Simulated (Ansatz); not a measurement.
Runs of Ansatz 0.2.0 on TaVN2. The structure is tetragonal, space group P4/mmm (No. 123). The conventional cell has a = 3.050 Å, b = 3.050 Å, c = 4.296 Å, α = 90.00°, β = 90.00°, γ = 90.00°. Around Ta (site symmetry 4/mmm) lie 6 N at 2.15 to 2.16 Å. V (site symmetry 4/mmm) has 6 N at 2.15 to 2.16 Å as nearest neighbours. N (site symmetry 4/mmm) is surrounded by 2 V at 2.15 Å and 4 Ta at 2.16 Å. Around N (site symmetry 4/mmm) lie 2 Ta at 2.15 Å and 4 V at 2.16 Å. The cell comes from a database or a generator and needn't be the stable form of this composition.

| task | level | potentials or basis | spin | cutoff (eV) | basis error allowed | gap on the mesh (eV) | pressure (GPa) | moment (μB) |
| --- | --- | --- | --- | --- | --- | --- | --- | --- |
| band structure | PBE | all-electron LAPW, scalar-relativistic | collinear, ferromagnetic start | 350 | 0.002 eV/atom | - | -0.7 | 1.16 |
| band structure | PBEsol | all-electron LAPW, inner shells corrected to Dirac's equation | collinear, ferromagnetic start | 350 | 0.002 eV/atom | - | -11.1 | 0.93 |
| single point | PBEsol | all-electron LAPW, scalar-relativistic | collinear, ferromagnetic start | 379 | 0.001 eV/atom | none | -11.1 | 0.93 |
| band structure | LDA | all-electron LAPW, scalar-relativistic | collinear, ferromagnetic start | 350 | 0.002 eV/atom | - | -19.3 | (b) |
| band structure | PBEsol | all-electron PAW datasets made for the crystal | collinear, ferromagnetic start | 500 | - | - | -11.1 | 0.93 |
| single point | PBEsol | all-electron LAPW, scalar-relativistic | off | 350 | 0.002 eV/atom | none | (a) | - |
| band structure | PBEsol | all-electron LAPW, scalar-relativistic | collinear, ferromagnetic start | 350 | 0.002 eV/atom | - | -11.1 | 0.93 |
| band structure | PBEsol | all-electron LAPW, non-relativistic | collinear, ferromagnetic start | 347 | 0.002 eV/atom | - | -1.8 | 0.80 |

Alike in all rows: cell as given; k mesh 9 × 9 × 6; smearing fermi-dirac 0.05 eV.

Q: Estimate the missing entries.

A: (a) -12.7; (b) 0.19.

Caveats: relativity is left out, which matters for the heavier elements (some runs).

A k mesh can miss the band edges, and the runs leave out spin-orbit coupling on Ta.

A gap of «none» marks a metal or a gap under the smearing width.

Not every run made on this cell is shown here.
